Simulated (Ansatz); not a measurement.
# C₃H₉Y: up Jacob's ladder to CCSD(T)

One table from this session's results is given with a row withheld; the runs are named, their logs left out.

The runs use Ansatz 0.2.0, Gaussian basis; functionals in def2-TZVPP, the program's frozen cores in correlated methods.

Plan: LDA (SPW92), PBE-D4, revPBE-D4, BLYP-D4, r2SCAN-D4, B97M-V, PBE0-D4, B3LYP-D4, r2SCANh-D4, r2SCAN0-D4, HSE06-D4, BHLYP-D4, CAM-B3LYP-D4, LC-ωPBE, ωB97X-V, ωB97M-V, B2PLYP, PBE-QIDH; CCSD(T)/def2-SVP; CCSD(T)/def2-TZVPP; MP2/def2-QZVPP; extrapolation to the limit; RPA on PBE.

## The geometry

All runs share one geometry, relaxed beforehand with PBE0-D4 in a triple-zeta def2 set. Y takes the def2 core potential; no spin-orbit term is included.

SMILES `[CH3][Y]([CH3])[CH3]`, 13 atoms, charge 0, spin multiplicity 1.

Atoms are counted from 1 here; the program's logs count them from 0.

Bond lengths: C1–Y2 2.341 Å, C1–H5 1.100 Å, C1–H6 1.099 Å, C1–H7 1.098 Å, Y2–C3 2.340 Å, Y2–C4 2.340 Å, C3–H8 1.100 Å, C3–H9 1.098 Å, C3–H10 1.099 Å, C4–H11 1.100 Å, C4–H12 1.099 Å, C4–H13 1.099 Å. Angles: Y2–C1–H5 114.1°, Y2–C1–H6 111.4°, Y2–C1–H7 111.6°, H5–C1–H6 106.2°, H5–C1–H7 106.2°, H6–C1–H7 106.8°, C1–Y2–C3 111.2°, C1–Y2–C4 111.3°, C3–Y2–C4 111.3°, Y2–C3–H8 114.2°, Y2–C3–H9 111.5°, Y2–C3–H10 111.5°, H8–C3–H9 106.2°, H8–C3–H10 106.2°, H9–C3–H10 106.8°, Y2–C4–H11 114.2°, Y2–C4–H12 111.5°, Y2–C4–H13 111.5° and more.

The first run:

in.yaml reads:

```yaml
crystal:
  periodic: [false, false, false]
  atoms:
    - {symbol: C, position_ang: [-0.670182, 2.040606, -0.603577]}
    - {symbol: Y, position_ang: [0.521036, 0.026986, -0.535388]}
    - {symbol: C, position_ang: [1.622139, -0.237807, 1.512743]}
    - {symbol: C, position_ang: [-0.869508, -1.798717, -0.994364]}
    - {symbol: H, position_ang: [-0.314574, 2.747560, -1.367953]}
    - {symbol: H, position_ang: [-0.614319, 2.572947, 0.355781]}
    - {symbol: H, position_ang: [-1.735435, 1.872803, -0.812439]}
    - {symbol: H, position_ang: [2.718248, -0.285824, 1.431858]}
    - {symbol: H, position_ang: [1.311140, -1.161087, 2.020139]}
    - {symbol: H, position_ang: [1.401371, 0.591518, 2.198451]}
    - {symbol: H, position_ang: [-0.601603, -2.350226, -1.907895]}
    - {symbol: H, position_ang: [-1.915095, -1.486370, -1.120454]}
    - {symbol: H, position_ang: [-0.853208, -2.532389, -0.176914]}
basis:
  gaussian: {orbitals: def2-TZVPP}
hamiltonian: {xc: lda}
output: {orbitals: {seedname: orbitals}}
```

Command:

```bash
> ansatz run in.yaml --threads 4 --pin off --events-out ev --progress --plain --max-ram 10444MiB
```

Steps of the session up to this table: LDA; PBE-D4 (GGA); revPBE-D4 (GGA); BLYP-D4 (GGA); r2SCAN-D4 (meta-GGA); B97M-V (meta-GGA); B3LYP-D4 (hybrid); r2SCANh-D4 (hybrid); r2SCAN0-D4 (hybrid); HSE06-D4 (hybrid); BHLYP-D4 (hybrid); CAM-B3LYP-D4 (range-separated); LC-ωPBE (range-separated); ωB97X-V (range-separated); ωB97M-V (range-separated); B2PLYP (double hybrid); PBE-QIDH (double hybrid).

One of the session's tables, all rows but one given; the rest of the session is left out.

It belongs to the step «Frontier levels by functional». 

| functional | HOMO (eV) | LUMO (eV) | gap (eV) |
| --- | --- | --- | --- |
| LDA (SPW92) | -5.27 | -2.58 | 2.68 |
| PBE-D4 | -5.13 | -2.44 | 2.69 |
| revPBE-D4 | -5.07 | -2.35 | 2.72 |
| BLYP-D4 | -5.01 | -2.50 | 2.51 |
| r2SCAN-D4 | -5.33 | -2.00 | 3.33 |
| B97M-V | -5.42 | -2.36 | 3.06 |
| PBE0-D4 | -6.34 | -1.75 | 4.59 |
| B3LYP-D4 | -6.13 | -2.10 | 4.04 |
| r2SCANh-D4 | -5.79 | -1.78 | 4.01 |
| r2SCAN0-D4 | -6.49 | -1.48 | 5.01 |
| HSE06-D4 | -5.94 | -2.09 | 3.85 |
| BHLYP-D4 | -7.47 | -1.33 | 6.14 |
| CAM-B3LYP-D4 | -7.71 | -1.15 | 6.56 |
| LC-ωPBE | -9.08 | -0.11 | 8.97 |
| ωB97X-V | -8.72 | -0.24 | 8.48 |
| ωB97M-V | ? | ? | ? |

Estimate the missing values for ωB97M-V.

**Answer.** HOMO (eV): -8.61; LUMO (eV): -0.74; gap (eV): 7.87. In the column «HOMO (eV)» it lies between ωB97X-V (-8.72) and CAM-B3LYP-D4 (-7.71).
